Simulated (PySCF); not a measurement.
# C7H9NO: the cost of one run

Computed with PySCF 2.14.0 and routines of our own; the level stands in each step. Atoms count from 0.

### 1 The system as given

18 atoms, charge 0, multiplicity 1; geometry from: GFN2-xTB.

### 2 Magnetic properties: GIAO PBE/pcSseg-1

What the job is given:

```
{"job": {"kind": "mag", "xc": "PBE", "basis": "pcSseg-1", "isotopologues": 0}, "charge": 0, "multiplicity": 1}
N      2.923117    -0.238362    -2.038506
C      2.276458     0.025867    -1.133605
C      1.410109     0.328682    -0.001052
C      0.251639     1.223916    -0.485881
C     -0.907777     1.223569     0.513058
C     -1.783216     0.013263     0.358904
C     -1.360473    -1.212040     0.090491
C      0.071334    -1.652818    -0.044581
O      0.997847    -0.848411     0.656492
H      2.006720     0.861801     0.752185
H     -0.111644     0.869313    -1.453584
H      0.637995     2.235489    -0.623953
H     -0.512709     1.264528     1.532669
H     -1.511680     2.118939     0.356570
H     -2.844469     0.186896     0.472684
H     -2.076262    -2.013165    -0.029130
H      0.347989    -1.733435    -1.108226
H      0.176263    -2.647715     0.400523
```

Level: GIAO PBE/pcSseg-1 magnetisability, rotational g tensor and spin-rotation constants, non-relativistic, gas phase.

Started as:

```
OMP_NUM_THREADS=1 python excited_run.py task.json out
```

One launch serves the whole session: the jobs run in the order shown.

Q: Estimate the wall time and peak memory of this first job on 1 thread of Arm Neoverse V1, shared host.

About 59 s, with a peak of 0.79 GiB.
